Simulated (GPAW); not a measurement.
Runs of GPAW 26.7.0 on GaGe3. The structure is cubic, space group Fm-3m (No. 225). Conventional cell: a = 6.774 Å, b = 6.774 Å, c = 6.774 Å, α = 90.00°, β = 90.00°, γ = 90.00°. Ge (site symmetry m-3m) is surrounded by 8 Ge at 2.93 Å. Ge (site symmetry -43m) has 4 Ge at 2.93 Å and 4 Ga at 2.93 Å as nearest neighbours. Ga (site symmetry m-3m) is surrounded by 8 Ge at 2.93 Å. The cell comes from a database or a generator and needn't be the stable form of this composition.

```csv
task,level,potentials or basis,cell,k mesh,cutoff (eV),maxiter,optimizer,fmax,max steps,convergence,gap on the mesh (eV),pressure (GPa),relaxed volume (Å³/atom)
relaxation of cell and atoms,PBEsol+D3,"PAW data sets generated in the run's folder for this functional, pw",relaxed,7 × 7 × 7,600,150,BFGS,0.02 eV/Å,60,density=1e-05 forces=0.0001,none,-0.1,17.88
relaxation of cell and atoms,PBEsol+D4,"PAW data sets generated in the run's folder for this functional, pw",relaxed,7 × 7 × 7,600,150,BFGS,0.02 eV/Å,60,density=1e-05 forces=0.0001,none,-0.1,17.81
relaxation of cell and atoms,PBEsol+D3(BJ)+ATM,"PAW data sets generated in the run's folder for this functional, pw",relaxed,7 × 7 × 7,600,150,BFGS,0.02 eV/Å,60,density=1e-05 forces=0.0001,none,-0.2,(a)
single point,LDA,"the program's PAW data sets (release 1.2.1) made for this functional, pw",as given,6 × 6 × 6,450,120,-,-,-,default,none,-4.7,-
```

Alike in all rows: no spin polarisation; smearing fermi-dirac 0.05 eV.

Question: Estimate the missing entries.

Answer: (a) 17.67.

Caveats: later steps reuse the first step's grids (some runs); pairwise dispersion overbinds metals, which lowers pressure and volume (some runs); the cutoff is short for stress and forces, so pressures can be off by a GPa or more (some runs).

A k mesh can miss the band edges, and the runs leave out spin-orbit coupling on Ga, Ge.

A gap of «none» marks a metal or a gap under the smearing width.

Not every run made on this cell is shown here.
